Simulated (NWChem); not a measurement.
# HF/6-31G(d,p) (spherical functions) run of C2H4F2 (SMILES CC(F)F)

Aim: the electronic atomisation energy of C2H4F2 at HF/6-31G** (spherical functions), from 4 runs. 

Program for the calculation: NWChem 7.3.0.

## Step 1: The system as given

The species is C2H4F2 (8 atoms), meant as a singlet with charge 0. As SMILES, `CC(F)F`. The coordinates come from a PBE0-D4/def2-TZVP relaxation.

Bond lengths: C1–C2 1.497 Å, C2–F3 1.361 Å, C2–F4 1.361 Å, C1–H5 1.091 Å, C1–H6 1.091 Å, C1–H7 1.090 Å, C2–H8 1.095 Å. Some angles: C1–C2–F3 110.3°, C1–C2–F4 110.3°, F3–C2–F4 107.0°, C1–C2–H8 114.0°, F3–C2–H8 107.5°, F4–C2–H8 107.5°, C2–C1–H5 109.4°, C2–C1–H6 109.9°, C2–C1–H7 109.9°, H5–C1–H6 109.3°.

## Step 2: A single-point energy at HF/6-31G(d,p) (spherical functions) (run 1)

Input file sp.nw:

```
start sp
title "C2H4F2"
memory 2200 mb

geometry noautosym nocenter noautoz
C      0.003300     0.777600     0.023300
C     -0.052000    -0.718200    -0.008200
F      0.925500    -1.243400     0.779100
F      0.168200    -1.172100    -1.271900
H      0.981400     1.111900    -0.325400
H     -0.157200     1.132800     1.041800
H     -0.771000     1.190600    -0.624000
H     -1.006100    -1.136400     0.329500
end

basis "ao basis" spherical bse
C library 6-31G**
F library 6-31G**
H library 6-31G**
end

scf
thresh 1e-08
maxiter 80
noprint "final vectors analysis"
end

task scf energy
```

Started as:

```console
$ nwchem sp.nw > sp.out
```

The program printed:

```text
[...]
  functions       =    76
[...]
  wavefunction    = RHF
[...]
         Total SCF energy =   -276.948066700857
      One-electron energy =   -647.060843593843
      Two-electron energy =    237.402185359986
 Nuclear repulsion energy =    132.710591533000
        Time for solution =      7.5s
[...]
```

Run time: 8.4 s. Hardware: 1 thread of Intel Xeon Platinum 8488C (Sapphire Rapids), shared host; peak memory 0.099 GiB.

## Step 3: The C atom (run 2)

Input file input.nw:

```
start input
memory total 2200 mb
charge 0

geometry units angstroms noautosym nocenter noautoz
  C      0.000000     0.000000     0.000000
end

basis spherical bse
  * library 6-31G**
end

scf
  triplet
  uhf
  thresh 1e-08
  maxiter 80
  print low
end

task scf energy
```

Run the same way, it converges to -37.68058 Eh (log not shown).

## Step 4: The F atom, same level (run 3)

Input file f.nw:

```
start f
memory stack 880 mb heap 220 mb global 1100 mb

geometry units angstrom noautosym nocenter noautoz
   F     0.000000    0.000000    0.000000
end

basis spherical bse
   F library 6-31G**
end

scf
   doublet
   uhf
   thresh 1e-08
   maxiter 80
   print low
end

task scf
```

Run the same way, it converges to -99.36341 Eh (log not shown).

## Step 5: The H atom, same level (run 4)

Input file h.xyz:

```xyz
1
H
H      0.000000     0.000000     0.000000
```

Input file h.nw:

```
start h
title "H"
memory total 2200 mb
charge 0

geometry noautosym nocenter noautoz
load format xyz h.xyz
end

basis spherical bse
* library 6-31G**
end

scf
nopen 1
uhf
thresh 1e-08
maxiter 80
noprint "final vectors analysis"
end

task scf energy
```

Run the same way, it converges to -0.49823 Eh (log not shown).

## Step 6: Overview of the runs

```csv
run,level,partner,energy (Eh),wall time
1,HF/6-31G** (spherical functions),base,-276.948067,8.4 s
2,UHF/6-31G** (spherical functions),atoms,-37.680577,0.64 s
3,UHF/6-31G** (spherical functions),atoms,-99.363412,0.66 s
4,UHF/6-31G** (spherical functions),atoms,-0.498233,0.58 s
```

## Step 7: Results

At HF/6-31G** (spherical functions):

| quantity | value |
| --- | --- |
| H atom: total energy | -0.49823 Eh |
| H atom: dipole moment | 0.00 D |
| H atom: ⟨S²⟩ | 0.750 |
| electronic atomisation energy | 23.597 eV |

What this shows: Taking the molecule apart into free atoms costs 23.60 eV (2277 kJ/mol), before zero-point energy and without spin-orbit coupling. Hartree–Fock lacks the correlation of the bonding pairs, which as a rule makes this value much too low; in minimal bases other errors can mask that. All runs together took 10 s, the longest 8.4 s.
